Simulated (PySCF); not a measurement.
# CH₁₁PSi₃: magnetic properties

Computed with PySCF 2.14.0 and routines of our own; the level stands in each step. Atoms count from 0.

## 1. The system as given

16 atoms, charge 0, multiplicity 1; geometry from: GFN2-xTB.

## 2. Magnetic properties: GIAO CAM-B3LYP/pcSseg-1

The job: settings as JSON, then the geometry in Å.

```
{"job": {"kind": "mag", "xc": "CAM-B3LYP", "basis": "pcSseg-1", "isotopologues": 2}, "charge": 0, "multiplicity": 1}
C     -2.540343    -0.745673     0.398005
Si    -1.289227     0.605127    -0.057938
P      0.554002     0.295793     1.163397
Si     1.337947    -1.618089     0.348504
Si     1.927683     1.792632     0.266316
H     -3.490733    -0.578406    -0.099015
H     -2.180379    -1.730096     0.111006
H     -2.719803    -0.760159     1.469464
H     -1.788300     1.940818     0.282404
H     -1.010487     0.563642    -1.502412
H      1.307519    -1.674240    -1.116539
H      0.494443    -2.684542     0.886219
H      2.715872    -1.759874     0.812302
H      3.251154     1.547788     0.835231
H      2.000180     1.707217    -1.194813
H      1.422872     3.107007     0.653940
```

With the program's defaults for keys left out, this is: GIAO CAM-B3LYP/pcSseg-1 magnetisability, rotational g tensor and spin-rotation constants, non-relativistic, gas phase.

The run is started by

```bash
> OMP_NUM_THREADS=1 python excited_run.py task.json out
```

The driver reads the jobs from task.json and runs them one after another.

Q: Estimate the wall time and peak memory of this first job on 1 thread of Arm Neoverse V2, shared host.

About 32 s, with a peak of 0.82 GiB.
